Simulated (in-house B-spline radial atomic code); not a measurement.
**W: a fraction of an electron added to 5d**

The exact energy is linear between whole electron numbers. How far does TPSS stray from that for W, with charge added to 5d step by step?

Method: scalar-relativistic (spin-free one-electron X2C) TPSS, spin-polarised, spherical fractional occupations, Fermi nucleus, basis-set limit. Code: in-house B-spline radial atomic code version 1.

## 1. Starting point

- element: tungsten (Z = 74)
- charge: 0
- electrons: 74
- configuration: [Xe] 4f14 5d4 6s2
- Hamiltonian: scalar-relativistic (X2C)
- nucleus: Fermi, rms radius 5.366 fm

Outer shells as boxes (Hund's rule):

[Xe] 4f14 5d4 6s2
```
[Xe] core
4f [↑↓][↑↓][↑↓][↑↓][↑↓][↑↓][↑↓]
5d [↑ ][↑ ][↑ ][↑ ][  ]
6s [↑↓]
```

Where spins are not typed, each open shell is filled with up spins first.

## 2. The start, at fraction 0

The run's settings:

```ini
Z = 74
electrons = 74.0
configuration = [Xe] 4f14 5d4 6s2
hamiltonian = x2c
method = tpss,tpss
spin_polarised = True
nucleus = fermi
rms_radius = 5.3658
mass_number = 184
atomic_mass = 183.95093318
speed_of_light = 137.035999084
```

The program writes no log. Results of the run, from its result record (rounded, main fields):

```text
{
  "status": "converged",
  "scf [iteration, energy, orbital gradient]": [
    [1, -16143.1267893, 0.115],
    [2, -16143.130889, 0.00303],
    [3, -16143.1310413, 0.00124],
    [4, -16143.1310701, 0.00054],
    [5, -16143.1310534, 0.000976],
    [6, -16143.1310769, 9.71e-05],
    [7, -16143.1310771, 7.7e-06],
    [8, -16143.1310771, 7.55e-07],
    [9, -16143.1310771, 1.93e-07]
  ],
  "energy [hartree]": {"total": -16143.1310771, "kinetic": 18195.3498157, "nuclear": -40342.3731658, "coulomb": 6332.00739071, "xc": -328.115117739},
  "orbitals [hartree, bohr; first row names the columns]": [
    ["name", "occ", "eps", "<r>", "<r^2>", "<1/r>", "r_max"],
    ["1s up", 1.0, -2546.7751, 0.01754, 0.00043128, 95.538, 0.01051],
    ["1s down", 1.0, -2546.7755, 0.01754, 0.00043128, 95.538, 0.01051],
    ["2s up", 1.0, -439.49211, 0.076753, 0.0070313, 22.311, 0.065478],
    ["2s down", 1.0, -439.48657, 0.076752, 0.0070312, 22.312, 0.065477],
    ["2p up", 3.0, -385.60078, 0.068867, 0.0058114, 18.704, 0.053276],
    ["2p down", 3.0, -385.59639, 0.068867, 0.0058113, 18.704, 0.053275],
    ["3s up", 1.0, -101.30482, 0.20046, 0.046084, 8.0289, 0.18531],
    ["3s down", 1.0, -101.30411, 0.20045, 0.046083, 8.0289, 0.18531],
    ["3p up", 3.0, -85.233782, 0.20049, 0.046713, 7.0667, 0.18303],
    ["3p down", 3.0, -85.232533, 0.20049, 0.046712, 7.0667, 0.18303],
    ["3d up", 5.0, -66.124258, 0.18237, 0.038987, 6.5815, 0.14935],
    ["3d down", 5.0, -66.120426, 0.18237, 0.038988, 6.5814, 0.14935],
    ["4s up", 1.0, -20.932248, 0.44966, 0.22846, 3.3238, 0.4212],
    ["4s down", 1.0, -20.927401, 0.44973, 0.22852, 3.3231, 0.42123],
    ["4p up", 3.0, -15.63178, 0.47718, 0.2592, 2.9392, 0.44085],
    ["4p down", 3.0, -15.62774, 0.47723, 0.25924, 2.9386, 0.4409],
    ["4d up", 5.0, -8.7471291, 0.51178, 0.30369, 2.5916, 0.45265],
    ["4d down", 5.0, -8.7422144, 0.51165, 0.30346, 2.5918, 0.45272],
    ["5s up", 1.0, -2.9229541, 1.0744, 1.2978, 1.2643, 0.96749],
    ["5s down", 1.0, -2.866475, 1.0661, 1.2773, 1.2765, 0.96259],
    ["5p up", 3.0, -1.6277645, 1.2547, 1.7868, 1.0489, 1.0945],
    ["5p down", 3.0, -1.5493285, 1.2424, 1.7522, 1.062, 1.0864],
    ["4f up", 7.0, -1.207209, 0.61068, 0.47021, 2.0784, 0.42897],
    ["4f down", 7.0, -1.1938577, 0.606, 0.46084, 2.0873, 0.4288],
    ["5d up", 4.0, -0.1964269, 2.0353, 5.0271, 0.64999, 1.4966],
    ["6s up", 1.0, -0.23072081, 3.0999, 10.947, 0.41129, 2.6303],
    ["6s down", 1.0, -0.17046438, 3.353, 12.925, 0.37794, 2.7743]
  ],
  "sum_r [bohr^k]": {"-1": 563.8144, "1": 45.6515, "2": 69.54977}
}
```

Run time: 0.57 s. Hardware: 1 thread, shared host.

Meta-GGA runs start from a PBE run whose iterations are not counted.

## 3. 0.1 electron added to 5d

The settings differ from step 2 so:

```diff
@@ -1,4 +1,4 @@
 Z = 74
-electrons = 74.0
-configuration = [Xe] 4f14 5d4 6s2
+electrons = 74.1
+configuration = [Xe] 4f14 5d4.1 6s2
 hamiltonian = x2c
```

Result record:

```text
{
  "status": "converged",
  "iterations": 9,
  "energy [hartree]": {"total": -16143.1492523, "kinetic": 18195.355347, "nuclear": -40344.8314131, "coulomb": 6334.47333736, "xc": -328.146523624},
  "orbitals [hartree, bohr; first row names the columns]": [
    ["name", "occ", "eps", "<r>"],
    ["1s up", 1.0, -2546.7416, 0.01754],
    ["1s down", 1.0, -2546.742, 0.01754],
    ["2s up", 1.0, -439.45837, 0.076753],
    ["2s down", 1.0, -439.45278, 0.076752],
    ["2p up", 3.0, -385.56705, 0.068867],
    ["2p down", 3.0, -385.56261, 0.068867],
    ["3s up", 1.0, -101.27114, 0.20046],
    ["3s down", 1.0, -101.27043, 0.20045],
    ["3p up", 3.0, -85.200103, 0.20049],
    ["3p down", 3.0, -85.198844, 0.20049],
    ["3d up", 5.0, -66.090568, 0.18237],
    ["3d down", 5.0, -66.086701, 0.18237],
    ["4s up", 1.0, -20.898591, 0.44966],
    ["4s down", 1.0, -20.8937, 0.44973],
    ["4p up", 3.0, -15.598106, 0.47718],
    ["4p down", 3.0, -15.594032, 0.47723],
    ["4d up", 5.0, -8.7134321, 0.51178],
    ["4d down", 5.0, -8.7084764, 0.51165],
    ["5s up", 1.0, -2.8896368, 1.0746],
    ["5s down", 1.0, -2.8325826, 1.0662],
    ["5p up", 3.0, -1.5951006, 1.2554],
    ["5p down", 3.0, -1.51574, 1.2428],
    ["4f up", 7.0, -1.1735726, 0.61076],
    ["4f down", 7.0, -1.1600888, 0.60601],
    ["5d up", 4.1, -0.1672109, 2.0551],
    ["6s up", 1.0, -0.2064697, 3.1307],
    ["6s down", 1.0, -0.14556224, 3.4092]
  ],
  "sum_r [bohr^k]": {"-1": 563.8476, "1": 46.02743, "2": 71.28055},
  "energy_minus_base [hartree]": -0.0181752505
}
```

Run time: 0.44 s. Hardware: 1 thread, shared host.

energy_minus_base is the energy less that of the reference run.

## 4. 0.2 electron added to 5d

The settings differ from step 3 so:

```diff
@@ -1,4 +1,4 @@
 Z = 74
-electrons = 74.1
-configuration = [Xe] 4f14 5d4.1 6s2
+electrons = 74.2
+configuration = [Xe] 4f14 5d4.2 6s2
 hamiltonian = x2c
```

Result record:

```text
{
  "status": "converged",
  "iterations": 9,
  "energy [hartree]": {"total": -16143.1645468, "kinetic": 18195.3583221, "nuclear": -40347.2136076, "coulomb": 6336.86759141, "xc": -328.17685272},
  "orbitals [hartree, bohr; first row names the columns]": [
    ["name", "occ", "eps", "<r>"],
    ["1s up", 1.0, -2546.7092, 0.01754],
    ["1s down", 1.0, -2546.7095, 0.01754],
    ["2s up", 1.0, -439.42568, 0.076753],
    ["2s down", 1.0, -439.42003, 0.076752],
    ["2p up", 3.0, -385.53436, 0.068867],
    ["2p down", 3.0, -385.52988, 0.068867],
    ["3s up", 1.0, -101.23849, 0.20046],
    ["3s down", 1.0, -101.23777, 0.20045],
    ["3p up", 3.0, -85.167454, 0.20049],
    ["3p down", 3.0, -85.166186, 0.20049],
    ["3d up", 5.0, -66.057909, 0.18237],
    ["3d down", 5.0, -66.054008, 0.18237],
    ["4s up", 1.0, -20.86596, 0.44966],
    ["4s down", 1.0, -20.861028, 0.44973],
    ["4p up", 3.0, -15.565459, 0.47718],
    ["4p down", 3.0, -15.561351, 0.47723],
    ["4d up", 5.0, -8.680762, 0.51178],
    ["4d down", 5.0, -8.6757675, 0.51165],
    ["5s up", 1.0, -2.8573069, 1.0748],
    ["5s down", 1.0, -2.7997074, 1.0663],
    ["5p up", 3.0, -1.563384, 1.256],
    ["5p down", 3.0, -1.483141, 1.2431],
    ["4f up", 7.0, -1.1409564, 0.61084],
    ["4f down", 7.0, -1.1273471, 0.60603],
    ["5d up", 4.2, -0.138819, 2.0758],
    ["6s up", 1.0, -0.18281693, 3.1626],
    ["6s down", 1.0, -0.12131652, 3.4705]
  ],
  "sum_r [bohr^k]": {"-1": 563.8797, "1": 46.41733, "2": 73.14454},
  "energy_minus_base [hartree]": -0.0334696865
}
```

It took 0.48 s on 1 thread, shared host.

## 5. 0.3 electron added to 5d

The settings differ from step 4 so:

```diff
@@ -1,4 +1,4 @@
 Z = 74
-electrons = 74.2
-configuration = [Xe] 4f14 5d4.2 6s2
+electrons = 74.3
+configuration = [Xe] 4f14 5d4.3 6s2
 hamiltonian = x2c
```

Result record:

```text
{
  "status": "converged",
  "iterations": 9,
  "energy [hartree]": {"total": -16143.1770453, "kinetic": 18195.3588525, "nuclear": -40349.5159227, "coulomb": 6339.18608086, "xc": -328.206055898},
  "orbitals [hartree, bohr; first row names the columns]": [
    ["name", "occ", "eps", "<r>"],
    ["1s up", 1.0, -2546.6778, 0.01754],
    ["1s down", 1.0, -2546.6782, 0.01754],
    ["2s up", 1.0, -439.39407, 0.076753],
    ["2s down", 1.0, -439.38838, 0.076752],
    ["2p up", 3.0, -385.50275, 0.068867],
    ["2p down", 3.0, -385.49824, 0.068867],
    ["3s up", 1.0, -101.20692, 0.20046],
    ["3s down", 1.0, -101.20619, 0.20045],
    ["3p up", 3.0, -85.135887, 0.20049],
    ["3p down", 3.0, -85.13461, 0.20049],
    ["3d up", 5.0, -66.026333, 0.18237],
    ["3d down", 5.0, -66.0224, 0.18237],
    ["4s up", 1.0, -20.834407, 0.44966],
    ["4s down", 1.0, -20.829436, 0.44972],
    ["4p up", 3.0, -15.533891, 0.47718],
    ["4p down", 3.0, -15.529752, 0.47723],
    ["4d up", 5.0, -8.6491717, 0.51177],
    ["4d down", 5.0, -8.6441403, 0.51164],
    ["5s up", 1.0, -2.8260201, 1.075],
    ["5s down", 1.0, -2.7679035, 1.0664],
    ["5p up", 3.0, -1.5326712, 1.2567],
    ["5p down", 3.0, -1.4515866, 1.2435],
    ["4f up", 7.0, -1.1094138, 0.61092],
    ["4f down", 7.0, -1.0956856, 0.60604],
    ["5d up", 4.3, -0.11130122, 2.0977],
    ["6s up", 1.0, -0.1598007, 3.1956],
    ["6s down", 1.0, -0.097766778, 3.538]
  ],
  "sum_r [bohr^k]": {"-1": 563.9108, "1": 46.8231, "2": 75.16659},
  "energy_minus_base [hartree]": -0.0459681584
}
```

It took 0.5 s on 1 thread, shared host.

## 6. 0.4 electron added to 5d

The settings differ from step 5 so:

```diff
@@ -1,4 +1,4 @@
 Z = 74
-electrons = 74.3
-configuration = [Xe] 4f14 5d4.3 6s2
+electrons = 74.4
+configuration = [Xe] 4f14 5d4.4 6s2
 hamiltonian = x2c
```

Result record:

```text
{
  "status": "converged",
  "iterations": 9,
  "energy [hartree]": {"total": -16143.1868382, "kinetic": 18195.357075, "nuclear": -40351.7338522, "coulomb": 6341.42401802, "xc": -328.234079007},
  "orbitals [hartree, bohr; first row names the columns]": [
    ["name", "occ", "eps", "<r>"],
    ["1s up", 1.0, -2546.6476, 0.01754],
    ["1s down", 1.0, -2546.6479, 0.01754],
    ["2s up", 1.0, -439.36362, 0.076753],
    ["2s down", 1.0, -439.35788, 0.076752],
    ["2p up", 3.0, -385.4723, 0.068867],
    ["2p down", 3.0, -385.46775, 0.068867],
    ["3s up", 1.0, -101.17649, 0.20046],
    ["3s down", 1.0, -101.17576, 0.20045],
    ["3p up", 3.0, -85.105463, 0.20049],
    ["3p down", 3.0, -85.104177, 0.20049],
    ["3d up", 5.0, -65.995901, 0.18237],
    ["3d down", 5.0, -65.991938, 0.18237],
    ["4s up", 1.0, -20.803995, 0.44966],
    ["4s down", 1.0, -20.798987, 0.44972],
    ["4p up", 3.0, -15.503465, 0.47718],
    ["4p down", 3.0, -15.499296, 0.47723],
    ["4d up", 5.0, -8.6187237, 0.51177],
    ["4d down", 5.0, -8.6136571, 0.51164],
    ["5s up", 1.0, -2.7958418, 1.0752],
    ["5s down", 1.0, -2.7372346, 1.0665],
    ["5p up", 3.0, -1.5030291, 1.2572],
    ["5p down", 3.0, -1.4211416, 1.2438],
    ["4f up", 7.0, -1.0790078, 0.61098],
    ["4f down", 7.0, -1.0651666, 0.60605],
    ["5d up", 4.4, -0.084717944, 2.1208],
    ["6s up", 1.0, -0.13746829, 3.2297],
    ["6s down", 1.0, -0.074960925, 3.6134]
  ],
  "sum_r [bohr^k]": {"-1": 563.9407, "1": 47.24722, "2": 77.38072},
  "energy_minus_base [hartree]": -0.0557610713
}
```

Run time: 0.49 s. Hardware: 1 thread, shared host.

## 7. 0.5 electron added to 5d

The settings differ from step 6 so:

```diff
@@ -1,4 +1,4 @@
 Z = 74
-electrons = 74.4
-configuration = [Xe] 4f14 5d4.4 6s2
+electrons = 74.5
+configuration = [Xe] 4f14 5d4.5 6s2
 hamiltonian = x2c
```

Result record:

```text
{
  "status": "converged",
  "iterations": 10,
  "energy [hartree]": {"total": -16143.1940228, "kinetic": 18195.3528869, "nuclear": -40353.8605814, "coulomb": 6343.57451033, "xc": -328.260838646},
  "orbitals [hartree, bohr; first row names the columns]": [
    ["name", "occ", "eps", "<r>"],
    ["1s up", 1.0, -2546.6186, 0.01754],
    ["1s down", 1.0, -2546.619, 0.01754],
    ["2s up", 1.0, -439.33441, 0.076753],
    ["2s down", 1.0, -439.32862, 0.076752],
    ["2p up", 3.0, -385.44309, 0.068867],
    ["2p down", 3.0, -385.43851, 0.068867],
    ["3s up", 1.0, -101.1473, 0.20046],
    ["3s down", 1.0, -101.14657, 0.20045],
    ["3p up", 3.0, -85.076274, 0.20049],
    ["3p down", 3.0, -85.074981, 0.20049],
    ["3d up", 5.0, -65.966706, 0.18237],
    ["3d down", 5.0, -65.962714, 0.18237],
    ["4s up", 1.0, -20.774815, 0.44966],
    ["4s down", 1.0, -20.769771, 0.44972],
    ["4p up", 3.0, -15.474271, 0.47718],
    ["4p down", 3.0, -15.470073, 0.47723],
    ["4d up", 5.0, -8.5895086, 0.51177],
    ["4d down", 5.0, -8.5844082, 0.51164],
    ["5s up", 1.0, -2.7668633, 1.0754],
    ["5s down", 1.0, -2.7077897, 1.0665],
    ["5p up", 3.0, -1.4745493, 1.2578],
    ["5p down", 3.0, -1.3918956, 1.244],
    ["4f up", 7.0, -1.0498291, 0.61104],
    ["4f down", 7.0, -1.0358803, 0.60605],
    ["5d up", 4.5, -0.059151176, 2.1452],
    ["6s up", 1.0, -0.11588423, 3.2648],
    ["6s down", 1.0, -0.052961778, 3.6989]
  ],
  "sum_r [bohr^k]": {"-1": 563.9694, "1": 47.69317, "2": 79.83678},
  "energy_minus_base [hartree]": -0.0629457287
}
```

Run time: 0.51 s. Hardware: 1 thread, shared host.

## 8. 0.6 electron added to 5d

The settings differ from step 7 so:

```diff
@@ -1,4 +1,4 @@
 Z = 74
-electrons = 74.5
-configuration = [Xe] 4f14 5d4.5 6s2
+electrons = 74.6
+configuration = [Xe] 4f14 5d4.6 6s2
 hamiltonian = x2c
```

Result record:

```text
{
  "status": "converged",
  "iterations": 10,
  "energy [hartree]": {"total": -16143.1987055, "kinetic": 18195.3466199, "nuclear": -40355.8892845, "coulomb": 6345.63022819, "xc": -328.2862691},
  "orbitals [hartree, bohr; first row names the columns]": [
    ["name", "occ", "eps", "<r>"],
    ["1s up", 1.0, -2546.5909, 0.01754],
    ["1s down", 1.0, -2546.5913, 0.01754],
    ["2s up", 1.0, -439.30654, 0.076753],
    ["2s down", 1.0, -439.3007, 0.076752],
    ["2p up", 3.0, -385.41522, 0.068867],
    ["2p down", 3.0, -385.4106, 0.068867],
    ["3s up", 1.0, -101.11944, 0.20046],
    ["3s down", 1.0, -101.1187, 0.20045],
    ["3p up", 3.0, -85.048414, 0.20049],
    ["3p down", 3.0, -85.047113, 0.20049],
    ["3d up", 5.0, -65.93884, 0.18237],
    ["3d down", 5.0, -65.934821, 0.18237],
    ["4s up", 1.0, -20.746961, 0.44966],
    ["4s down", 1.0, -20.741884, 0.44972],
    ["4p up", 3.0, -15.446404, 0.47717],
    ["4p down", 3.0, -15.442179, 0.47722],
    ["4d up", 5.0, -8.5616223, 0.51177],
    ["4d down", 5.0, -8.5564888, 0.51163],
    ["5s up", 1.0, -2.7391863, 1.0755],
    ["5s down", 1.0, -2.6796675, 1.0666],
    ["5p up", 3.0, -1.4473366, 1.2583],
    ["5p down", 3.0, -1.3639495, 1.2443],
    ["4f up", 7.0, -1.0219747, 0.6111],
    ["4f down", 7.0, -1.0079225, 0.60606],
    ["5d up", 4.6, -0.034701146, 2.1713],
    ["6s up", 1.0, -0.095132312, 3.3008],
    ["6s down", 1.0, -0.031848697, 3.7982]
  ],
  "sum_r [bohr^k]": {"-1": 563.9967, "1": 48.16596, "2": 82.61219},
  "energy_minus_base [hartree]": -0.0676284352
}
```

Wall time 0.54 s (1 thread, shared host).

## 9. 0.7 electron added to 5d

The settings differ from step 8 so:

```diff
@@ -1,4 +1,4 @@
 Z = 74
-electrons = 74.6
-configuration = [Xe] 4f14 5d4.6 6s2
+electrons = 74.7
+configuration = [Xe] 4f14 5d4.7 6s2
 hamiltonian = x2c
```

Result record:

```text
{
  "status": "converged",
  "iterations": 10,
  "energy [hartree]": {"total": -16143.2010053, "kinetic": 18195.3383079, "nuclear": -40357.8082396, "coulomb": 6347.57918169, "xc": -328.310255242},
  "orbitals [hartree, bohr; first row names the columns]": [
    ["name", "occ", "eps", "<r>"],
    ["1s up", 1.0, -2546.5647, 0.01754],
    ["1s down", 1.0, -2546.5651, 0.01754],
    ["2s up", 1.0, -439.28016, 0.076753],
    ["2s down", 1.0, -439.27428, 0.076752],
    ["2p up", 3.0, -385.38885, 0.068867],
    ["2p down", 3.0, -385.38419, 0.068867],
    ["3s up", 1.0, -101.09306, 0.20046],
    ["3s down", 1.0, -101.09232, 0.20045],
    ["3p up", 3.0, -85.022041, 0.20049],
    ["3p down", 3.0, -85.020731, 0.20049],
    ["3d up", 5.0, -65.912462, 0.18237],
    ["3d down", 5.0, -65.908416, 0.18237],
    ["4s up", 1.0, -20.720593, 0.44966],
    ["4s down", 1.0, -20.715483, 0.44972],
    ["4p up", 3.0, -15.420024, 0.47717],
    ["4p down", 3.0, -15.415771, 0.47722],
    ["4d up", 5.0, -8.5352227, 0.51176],
    ["4d down", 5.0, -8.5300563, 0.51163],
    ["5s up", 1.0, -2.7129721, 1.0757],
    ["5s down", 1.0, -2.653025, 1.0666],
    ["5p up", 3.0, -1.4215546, 1.2587],
    ["5p down", 3.0, -1.3374618, 1.2445],
    ["4f up", 7.0, -0.99560314, 0.61115],
    ["4f down", 7.0, -0.98145041, 0.60606],
    ["5d up", 4.7, -0.011523975, 2.1994],
    ["6s up", 1.0, -0.075344905, 3.3375],
    ["6s down", 1.0, -0.011740099, 3.9182]
  ],
  "sum_r [bohr^k]": {"-1": 564.0226, "1": 48.67397, "2": 85.84661},
  "energy_minus_base [hartree]": -0.0699281622
}
```

It took 0.53 s on 1 thread, shared host.

## 10. 0.8 electron added to 5d

The settings differ from step 9 so:

```diff
@@ -1,4 +1,4 @@
 Z = 74
-electrons = 74.7
-configuration = [Xe] 4f14 5d4.7 6s2
+electrons = 74.8
+configuration = [Xe] 4f14 5d4.8 6s2
 hamiltonian = x2c
```

Result record:

```text
{
  "status": "converged",
  "warnings": ["5d up has a positive eigenvalue: unbound, held by the box", "6s down has a positive eigenvalue: unbound, held by the box"],
  "iterations": 10,
  "energy [hartree]": {"total": -16143.2010613, "kinetic": 18195.3280809, "nuclear": -40359.5977646, "coulomb": 6349.4012544, "xc": -328.332631971},
  "orbitals [hartree, bohr; first row names the columns]": [
    ["name", "occ", "eps", "<r>"],
    ["1s up", 1.0, -2546.5403, 0.01754],
    ["1s down", 1.0, -2546.5407, 0.01754],
    ["2s up", 1.0, -439.25553, 0.076753],
    ["2s down", 1.0, -439.24962, 0.076752],
    ["2p up", 3.0, -385.36422, 0.068867],
    ["2p down", 3.0, -385.35954, 0.068867],
    ["3s up", 1.0, -101.06844, 0.20046],
    ["3s down", 1.0, -101.06769, 0.20045],
    ["3p up", 3.0, -84.997419, 0.20049],
    ["3p down", 3.0, -84.996101, 0.20049],
    ["3d up", 5.0, -65.887836, 0.18237],
    ["3d down", 5.0, -65.883764, 0.18237],
    ["4s up", 1.0, -20.695976, 0.44966],
    ["4s down", 1.0, -20.690833, 0.44972],
    ["4p up", 3.0, -15.395395, 0.47717],
    ["4p down", 3.0, -15.391114, 0.47722],
    ["4d up", 5.0, -8.5105756, 0.51176],
    ["4d down", 5.0, -8.5053752, 0.51163],
    ["5s up", 1.0, -2.6884921, 1.0758],
    ["5s down", 1.0, -2.6281264, 1.0667],
    ["5p up", 3.0, -1.3974799, 1.2592],
    ["5p down", 3.0, -1.3126994, 1.2446],
    ["4f up", 7.0, -0.9709813, 0.6112],
    ["4f down", 7.0, -0.95672855, 0.60606],
    ["5d up", 4.8, 0.010107718, 2.2298],
    ["6s up", 1.0, -0.0567632, 3.3739],
    ["6s down", 1.0, 0.0071625914, 4.0738]
  ],
  "sum_r [bohr^k]": {"-1": 564.0467, "1": 49.23442, "2": 89.86305},
  "energy_minus_base [hartree]": -0.0699842378
}
```

Wall time 0.54 s (1 thread, shared host).

## 11. Results

| fraction | energy change (eV) | less the straight line (eV) | level 5d up (eV) | sum of <r²> (bohr²) |
| --- | --- | --- | --- | --- |
| 0 | 0.0000 | 0.0000 | -5.345 | 69.550 |
| 0.1 | -0.4946 | -0.2565 | -4.550 | 71.281 |
| 0.2 | -0.9108 | -0.4347 | -3.777 | 73.145 |
| 0.3 | -1.2509 | -0.5367 | -3.029 | 75.167 |
| 0.4 | -1.5173 | -0.5652 | -2.305 | 77.381 |
| 0.5 | -1.7128 | -0.5226 | -1.610 | 79.837 |
| 0.6 | -1.8403 | -0.4120 | -0.944 | 82.612 |
| 0.7 | -1.9028 | -0.2365 | -0.314 | 85.847 |
| 0.8 | -1.9044 | 0.0000 | 0.275 | 89.863 |

From fraction 0 to 0.8 the energy changes by -1.904 eV. It sags under the straight line by up to 0.57 eV (at 0.4); exact theory is straight between whole electron numbers, so this convex bend is an error (delocalisation) that favours fractional charges. From fraction 0.8 on, a level is unbound or reaches the edge of the box, so those points hang on the box (radius 50.0 bohr). The path stops at 0.8, so the line is drawn to that point and not to a whole electron.
